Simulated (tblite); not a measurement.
# CH8ClSi3: the cost of one run

Programs: tblite 0.8.0 and PySCF 2.14.0, with density-fitted response routines of our own. Each step states its level of theory. These are calculated values for one molecule in the gas phase, unless marked as measured. Atoms count from 0, in the outputs and in this text.

## 1. The starting structure

13 atoms, charge 0, multiplicity 2; geometry from: force field or distance geometry start.

Bonds of the start (Å): C0–Si1 1.83, Si1–Si2 2.20, Si2–Si3 2.23, Si3–Cl4 2.10, C0–H5 1.12, C0–H6 1.11, C0–H7 1.11, Si1–H8 1.46, Si2–H9 1.48, Si2–H10 1.47, Si3–H11 1.44, Si3–H12 1.48.

## 2. Relaxing the molecule with GFN2-xTB

What the job is given:

```
{"job": {"kind": "relax", "xc": "GFN2-xTB", "basis": "xTB"}, "charge": 0, "multiplicity": 2}
C     -2.339600    -0.576200    -0.149700
Si    -0.986300     0.038500     0.911300
Si     0.659100     1.083900    -0.116300
Si     2.281800    -0.415200    -0.387700
Cl     3.421200    -0.578400     1.373800
H     -2.687200     0.200600    -0.875300
H     -3.169200    -0.918200     0.508200
H     -2.000300    -1.479000    -0.693600
H     -1.392300     0.625300     2.180700
H      0.227900     1.656900    -1.409000
H      1.204100     2.178900     0.701700
H      3.183800    -0.111200    -1.472300
H      1.592700    -1.705400    -0.589500
```

Started as:

```
$ OMP_NUM_THREADS=1 python probes_run.py task.json out
```

This one command runs all jobs of the session in turn.

**Question.** How long does this first job take on 1 thread of Arm Neoverse V2, shared host?

About 1.8 s.
